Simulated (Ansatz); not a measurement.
# AsH₂F (triplet): wave-function methods side by side, cc-pVDZ

Aim: climb from Hartree-Fock through coupled cluster for AsH₂F (triplet) at one geometry and basis, and see what each rung misses.

Method: cc-pVDZ, core rule «outside noble gas», up to 15 orbitals frozen; program: Ansatz 0.2.0, Gaussian basis.

Plan: UHF; CCSD(T) on ROHF; CCSD(T) on UHF; BCCD(T) on ROHF; CISD; CCSDT(Q) on ROHF; CCSDT(Q) on UHF.

27 further runs of the same task are left out: 10 for a known fault of the program, 8 that didn't finish, 9 set aside as unsound or not needed.

## Step 1: The system

The geometry is a PBE0/def2-TZVP stationary point (not a proven minimum) of the parent state, kept for this charge and spin. No spin-orbit coupling is included. The filled d shell of As may be among the frozen orbitals whatever the setting's name suggests; the logs give the count.

4 atoms, charge 0, spin multiplicity 3.

Atoms are counted from 1 here; the program's logs count them from 0.

Bond lengths: F1–As2 1.753 Å, As2–H3 1.531 Å, As2–H4 1.531 Å. Angles: F1–As2–H3 95.5°, F1–As2–H4 95.5°, H3–As2–H4 90.8°.

## Step 2: UHF

The input, in.yaml:

```yaml
crystal:
  periodic: [false, false, false]
  atoms:
    - {symbol: F, position_ang: [-0.051694, 0.000000, 1.407864]}
    - {symbol: As, position_ang: [0.040417, 0.000000, -0.342367]}
    - {symbol: H, position_ang: [-1.014957, -1.090185, -0.543926]}
    - {symbol: H, position_ang: [-1.014945, 1.090196, -0.543925]}
basis:
  gaussian: {orbitals: cc-pVDZ}
magnetization: {spin_polarized: true, initial_magnetization: 2}
hamiltonian: {xc: hf}
output: {orbitals: {seedname: orbitals}}
```

On the command line:

```console
ansatz run in.yaml --threads 1 --pin off --events-out ev --progress --plain --max-ram 2393MiB
```

Further steps of the session: CCSD(T) on ROHF; CCSD(T) on UHF; BCCD(T) on ROHF; CISD; CCSDT(Q) on ROHF; CCSDT(Q) on UHF.

**Question.** What will the summary of the whole plan be? Wanted: UCCSDT(Q) below the RHF energy; RMP2 from UCCSDT(Q); UMP2 from UCCSDT(Q); RCCSD from UCCSDT(Q); RCCSD(T) from UCCSDT(Q); UCCSD(T) from UCCSDT(Q); RCCSDT(Q) from UCCSDT(Q); T1 diagnostic.

The runs gave:

| quantity | value |
| --- | --- |
| UCCSDT(Q) below the RHF energy | -8.8747 eV |
| RMP2 from UCCSDT(Q) | +802.6 meV |
| UMP2 from UCCSDT(Q) | +819.6 meV |
| RCCSD from UCCSDT(Q) | +242.5 meV |
| RCCSD(T) from UCCSDT(Q) | +51.7 meV |
| UCCSD(T) from UCCSDT(Q) | +48.0 meV |
| RCCSDT(Q) from UCCSDT(Q) | +10.2 meV |
| levels within 1 kcal/mol (43 meV) | RCCSDT, UCCSDT, RCCSDT(Q) |
| T1 diagnostic | 0.028 |

In words: RCCSD(T) lands +51.7 meV from the yardstick (0.6 % of the correlation energy). These misses are within one basis, not against nature; the frozen cores of restricted and unrestricted runs differ, which can shift their rows.
